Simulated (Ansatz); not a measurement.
**Al2Cu3: a trial structure relaxed**

Aim: relax a trial structure of Al2Cu3 and see where it ends, then test the end with a random kick.

Program: Ansatz 0.2.0. Level of theory: DFT PBE, scalar-relativistic, plane waves, PAW. These are calculated values, not measurements.

1 further run of the same task is left out (it didn't finish). Runs told in other sessions of the task aren't counted.

### Step 1. The starting structure

It takes space group R-3m (No. 166, trigonal). Conventional cell: a = 4.168 Å, b = 4.168 Å, c = 12.996 Å, α = 90.00°, β = 90.00°, γ = 120.00°. Al (site symmetry 3m) has 10 Cu at 2.54 to 2.98 Å and 4 Al at 2.68 to 2.92 Å in its first shell of neighbours. Around Cu (site symmetry 3m) lie 4 Cu at 2.55 to 2.58 Å and 4 Al at 2.58 Å. Around Cu (site symmetry -3m) lie 6 Al at 2.54 Å and 2 Cu at 2.58 Å.

Coordinates:

```xyz
5
Lattice="2.0840 1.2032 4.3320 -2.0840 1.2032 4.3320 0.0000 -2.4063 4.3320" Properties=species:S:1:pos:R:3 pbc="T T T"
Al    0.0000    0.0000   11.6573
Al    0.0000    0.0000    1.3386
Cu    0.0000    0.0000    3.9175
Cu    0.0000    0.0000    9.0784
Cu    0.0000    0.0000    6.4980
```

The start is the relaxed end of an invented cell (made as: elements ordered on the sites of the Ti type, Cu/Al on Ti (R-3m, No. 166)), taken up again for a closer look.

### Step 2. A first look at the guess

The input, input.yaml:

```yaml
crystal:
  lattice:
    - [2.0839598, 1.2031748, 4.3319789]
    - [-2.0839598, 1.2031748, 4.3319789]
    - [0.0, -2.4063495, 4.3319789]
  atoms:
    - { symbol: Al, position: [0.896996, 0.896996, 0.896996] }
    - { symbol: Al, position: [0.103004, 0.103004, 0.103004] }
    - { symbol: Cu, position: [0.301444, 0.301444, 0.301444] }
    - { symbol: Cu, position: [0.698556, 0.698556, 0.698556] }
    - { symbol: Cu, position: [0.5, 0.5, 0.5] }
basis:
  ecutwfc: 420
kpoints:
  mp_grid: { grid: [6, 6, 6] }
hamiltonian:
  xc: pbe
scf:
  occupations: { method: gaussian, width: 0.1 }
  lower_state_search: "off"
output:
  forces: true
  stress: true
  eigenvalues: true
```

The run is started by

```
ansatz run input.yaml --threads 1 --pin off --max-ram 3072MiB --backend cpu --events-out ev --progress --plain --runs-dir out
```

The session goes on with these runs: final relaxation; reference for the kick test; kicked and relaxed without symmetry; the kicked end on a coarse mesh; full relaxation (after the kick).

Before running it: what results should come out? Wanted: conventional cell; volume; energy over the elements; gap on the mesh; after the kick; energy gained by the kick.

The runs gave:

| quantity | value |
| --- | --- |
| symmetry at the first end (tolerance 0.05 Å) | space group R-3m (No. 166) |
| conventional cell | a = 4.168 Å, b = 4.168 Å, c = 12.996 Å, α = 90.00°, β = 90.00°, γ = 120.00° |
| volume | 13.03 Å³/atom |
| energy over the elements | -0.17 eV/atom |
| gap on the mesh | none (metal) |
| after the kick | space group C2/c (No. 15), 13.07 Å³/atom, gap on the mesh none (metal) |
| energy gained by the kick | 28 meV/atom |

The space group R-3m (No. 166) is kept, at nearly the size of the first guess. It lies below the elements, which doesn't yet make it stable: competing phases were not computed in this session. The kick led to a structure 28 meV/atom lower, so the first end was a saddle point or a shallow minimum held by symmetry.
